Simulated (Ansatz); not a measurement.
# Al5InAs6: the cost of one run

Program: Ansatz 0.2.0. Level of theory: DFT PBE, scalar-relativistic, plane waves, PAW. These are calculated values, not measurements.

## Step 1: The structure to begin with

It takes space group P3m1 (No. 156, trigonal). Conventional cell: a = 3.866 Å, b = 3.866 Å, c = 19.069 Å, α = 90.00°, β = 90.00°, γ = 120.00°. Al (site symmetry 3m) has 4 As at 2.37 to 2.38 Å as nearest neighbours. Around In (site symmetry 3m) lie 4 As at 2.37 to 2.38 Å. Around As (site symmetry 3m) lie 4 Al at 2.37 to 2.38 Å. Around As (site symmetry 3m) lie 3 In at 2.37 Å and 1 Al at 2.38 Å. Only part of the 12 independent sites is listed.

Coordinates:

```
CELL_PARAMETERS angstrom
3.86600 0.00000 0.00000
-1.93300 3.34806 0.00000
0.00000 0.00000 19.06941
ATOMIC_POSITIONS crystal
Al 0.66667 0.33333 0.16686
Al 0.66667 0.33333 0.50020
Al 0.66667 0.33333 0.83353
Al 0.33333 0.66667 0.00020
Al 0.33333 0.66667 0.33353
In 0.33333 0.66667 0.66686
As 0.66667 0.33333 0.29164
As 0.66667 0.33333 0.62497
As 0.66667 0.33333 0.95830
As 0.33333 0.66667 0.12497
As 0.33333 0.66667 0.45830
As 0.33333 0.66667 0.79164
```

The start is an ordering of an alloy on its end members' structure types: elements ordered on the sites of the InAs type, Al/In on In (P3m1, No. 156).

## Step 2: Probe: one point on a coarse mesh

Input file input.yaml:

```yaml
crystal:
  lattice:
    - [3.86600452, 0.0, 0.0]
    - [-1.93300226, 3.34805812, 0.0]
    - [0.0, 0.0, 19.06940568]
  atoms:
    - { symbol: Al, position: [0.66666667, 0.33333333, 0.16686271] }
    - { symbol: Al, position: [0.66666667, 0.33333333, 0.50019604] }
    - { symbol: Al, position: [0.66666667, 0.33333333, 0.83352937] }
    - { symbol: Al, position: [0.33333333, 0.66666667, 0.00019604] }
    - { symbol: Al, position: [0.33333333, 0.66666667, 0.33352937] }
    - { symbol: In, position: [0.33333333, 0.66666667, 0.66686271] }
    - { symbol: As, position: [0.66666667, 0.33333333, 0.29163728] }
    - { symbol: As, position: [0.66666667, 0.33333333, 0.62497061] }
    - { symbol: As, position: [0.66666667, 0.33333333, 0.95830395] }
    - { symbol: As, position: [0.33333333, 0.66666667, 0.12497061] }
    - { symbol: As, position: [0.33333333, 0.66666667, 0.45830395] }
    - { symbol: As, position: [0.33333333, 0.66666667, 0.79163728] }
basis:
  ecutwfc: 420
kpoints:
  mp_grid: { grid: [6, 6, 1] }
hamiltonian:
  xc: pbe
scf:
  occupations: { method: gaussian, width: 0.1 }
  lower_state_search: "off"
output:
  forces: true
  stress: true
  eigenvalues: true
```

Run with:

```bash
$ ansatz run input.yaml --threads 1 --pin off --max-ram 2560MiB --backend cpu --events-out ev --progress --plain --runs-dir out
```

What time and memory should one allow on 1 thread of Arm Neoverse V1, shared host?

About 11 s, with a peak of 0.46 GiB.
